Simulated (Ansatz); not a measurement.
Run this with Ansatz 0.2.0 through its Python package and show what comes out.

The script, `run_dimer.py`:
```python
# -*- coding: utf-8 -*-
"""Binding of a BClFH dimer at a trial geometry."""

import ansatz as az

SETTINGS = {
    "basis_set": "cc-pVDZ",
    "level": "mp2",
}

FIRST = [
    ("F", (1.3844, 0.282, -0.4468)),
    ("B", (0.0565, -0.0761, 0.0868)),
    ("Cl", (-1.5318, 0.6156, -0.628)),
    ("H", (0.0909, -0.8214, 0.9881)),
]
SECOND = [
    ("F", (-3.7179, 2.9351, 3.3194)),
    ("B", (-2.6077, 3.7052, 2.7272)),
    ("Cl", (-1.8388, 3.2517, 1.0794)),
    ("H", (-2.2573, 4.6123, 3.378)),
]

def energy(atoms, ghosts=()):
    molecule = az.Crystal.molecule()
    for symbol, xyz in atoms:
        molecule = molecule.atom(symbol, xyz)
    calc = (
        molecule.calculation()
        .basis(gaussian=SETTINGS["basis_set"])
        .correlation(SETTINGS["level"])
        .accuracy("medium")
    )
    deck = calc.input()
    if ghosts:
        deck = deck.set(az.key.basis.gaussian.ghost_atoms, [{"symbol": s, "position_ang": list(xyz)} for s, xyz in ghosts])
    return az.Session.from_dict(deck).plan().execute().report["free_energy_ev"]

# monomers in their own basis and in the basis of the dimer
both = energy(FIRST + SECOND)
alone = energy(FIRST) + energy(SECOND)
ghosted = energy(FIRST, SECOND) + energy(SECOND, FIRST)
print(f"dimer {both:.6f} eV")
print(f"interaction, uncorrected   {96.485332 * (both - alone):8.3f} kJ/mol")
print(f"interaction, counterpoise  {96.485332 * (both - ghosted):8.3f} kJ/mol")
print(f"basis-set superposition    {96.485332 * (alone - ghosted):8.3f} kJ/mol")
```

Output of `python run_dimer.py`:
```text
dimer -31820.497212 eV
interaction, uncorrected      8.113 kJ/mol
interaction, counterpoise    11.784 kJ/mol
basis-set superposition       3.671 kJ/mol
```

Uncorrected it is 8.113 kJ/mol, with the counterpoise correction 11.784 kJ/mol; the difference, 3.67 kJ/mol, is the superposition error. In this basis both values are repulsive.

Caveats:
- These settings explore the input space; basis and method may be short of convergence.
- The dimer is a generated trial pose of unrelaxed monomers, not a minimum, so the figure is no binding energy, and the basis set is small.
- It ran for 5.2 s on 1 thread of Arm Neoverse V1, on a shared host, peak memory 0.24 GiB.

(A comment or docstring line of the script was reworded after the run, the code is as it ran; lines on the test bed's own set-up are left out of the output.)
